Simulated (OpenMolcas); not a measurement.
**Ni²⁺ among point charges: CASSCF and CASPT2 levels and susceptibility**

How does a field of 6 point charges split the states of Ni²⁺, and what χT follows?

Method: state-averaged CASSCF and CASPT2, spin-orbit coupling by RASSI with atomic mean-field integrals. Code: OpenMolcas 26.06.

**1. The system**

| Item | Value |
| --- | --- |
| Species | Ni²⁺ (nickel, Z = 28, 26 electrons) |
| Basis | ANO-RCC-VDZP [5s4p2d1f], 34 functions |
| Scalar Hamiltonian | DKH2, point nucleus |
| Inactive shells | 1s 2s 2p 3s 3p |
| Active space | 8 electrons in 5 orbitals (3d) |
| Some configurations of this space | 3d⁸ |
| Orbitals | optimised for each spin and parity, averaged over all roots |

Outer shells as boxes (Hund's rule):

3d8
```
3d [↑↓][↑↓][↑↓][↑ ][↑ ]
```

The ion sits among 6 point charges of -2 e arranged as an octahedron (Oh), 1.85 Å from the ion.

Each step is its own input file, run in one work folder so that later steps find the files of earlier ones. Only the result sections of each output are shown. Labels, J, g values, rates, χT and fits are worked out afterwards by a script from the matrices that RASSI stores. The input lists half of the charges; inversion (Group=XYZ) makes the rest.

**2. GATEWAY and SEWARD: basis and integrals**

Input file a.inp:

```
&GATEWAY
Coord
1

Ni 0.0 0.0 0.0
Basis=ANO-RCC-VDZP
Group=XYZ
NoMove
AngMom=0.0 0.0 0.0
AMFI
XField
3 Angstrom 0
1.850000 0.000000 0.000000 -2.000000
0.000000 1.850000 0.000000 -2.000000
0.000000 0.000000 1.850000 -2.000000
&SEWARD
```

Started as:

```bash
OMP_NUM_THREADS=1 MOLCAS_MEM=1689 MOLCAS_PROJECT=a pymolcas a.inp > a.log
```

**3. CASSCF: triplets of even parity, 10 roots**

Input file a.inp:

```
&RASSCF
FileOrb=start.orb
Symmetry=1
Spin=3
nActEl=8 0 0
Inactive=3 6
Ras2=5 0
CIRoot=10 10 1
SDav=10
CIMx=300
Iter=120 100
PrWF=0.3
OrbListing=Nothing
MaxOrb=0
>>> COPY $Project.JobIph JOB001
```

start.orb holds the contracted functions of the basis, ordered by shell, or the orbitals of the step before.

**4. CASSCF: singlets of even parity, 15 roots**

Input file a.inp:

```
&RASSCF
FileOrb=start.orb
Symmetry=1
Spin=1
nActEl=8 0 0
Inactive=3 6
Ras2=5 0
CIRoot=15 15 1
SDav=15
CIMx=300
Iter=120 100
PrWF=0.3
OrbListing=Nothing
MaxOrb=0
>>> COPY $Project.JobIph JOB002
```

**5. RASSI: spin-orbit coupling between the states**

Input file a.inp:

```
&RASSI
NrOfJobIphs=2 10 15
1 2 3 4 5 6 7 8 9 10
1 2 3 4 5 6 7 8 9 10 11 12 13 14 15
IphNames
JOB001
JOB002
EJob
SpinOrbit
DIPRint=1.0
SOCoupling=1000.0
Subsets=2
Property=9
'ANGMOM' 1 'ANGMOM' 2 'ANGMOM' 3 'MLTPL  1' 1 'MLTPL  1' 2 'MLTPL  1' 3
'AMFI' 1 'AMFI' 2 'AMFI' 3
SOProperty=3
'ANGMOM' 1 'ANGMOM' 2 'ANGMOM' 3
```

**6. CASPT2: IPEA 0.25, imaginary shift 0.1 (closed shells correlated: 3s 3p)**

Input file a.inp:

```
>>> COPY JOB001 $Project.JobIph
&CASPT2
Multistate=10 1 2 3 4 5 6 7 8 9 10
NoMult
Frozen=2 3
IPEA=0.25
Imaginary=0.1
MaxIter=60
WThr=0.0 0.3 0.05
PrWF=0.5
NoMix
>>> COPY JOB002 $Project.JobIph
&CASPT2
Multistate=15 1 2 3 4 5 6 7 8 9 10 11 12 13 14 15
NoMult
Frozen=2 3
IPEA=0.25
Imaginary=0.1
MaxIter=60
WThr=0.0 0.3 0.05
PrWF=0.5
NoMix
```

(Steps that only read results are left out.)

**Question.** What will these runs give? Wanted: spin-free ground state; first state of the same spin within the active space; lowest level; next level.

The runs gave:

```
                                            quantity                                                                        value
                                              method  SS-CASPT2, IPEA 0.25, imaginary shift 0.1 (closed shells correlated: 3s 3p)
                              spin-free ground state                                              3A2, 1-fold in its orbital part
first state of the same spin within the active space                                                             3T2 at 6720 cm⁻¹
                                        lowest level                                                                    3-fold T2
                                          next level                                                                  6460.7 cm⁻¹
                                         χT at 300 K                                                               1.50 cm³ K/mol
                           effective moment at 300 K                                                                      3.46 μB
```

Cost by method:

| method | time of its own steps | time with the reference |
| --- | --- | --- |
| A. CASSCF | 5.1 s | 5.1 s |
| B. SS-CASPT2, IPEA 0.25, imaginary shift 0.1, +3s 3p | 1.8 s | 6.9 s |

Times are of one thread on a shared host.

**Reading.** The spin-free ground state (3A2) comes to 100 % from free-ion F terms and keeps the highest spin of the shell. χT at 300 K is 1.50, against 1.00 cm³ K/mol for the spin alone, so orbital moment adds to it. A ligand-field fit to the states below 45000 cm-1 gives 10Dq = 7054 cm-1, B = 1146 cm-1 and C = 4364 cm-1 (C/B = 3.81), with a deviation of 652 cm-1. CASPT2 does not keep the components of a term degenerate, and the means are used. Point charges leave out covalency, so the field and the spin state can differ from those of real complexes. Point charges carry no covalency, so the field is a model and not that of real ligands.
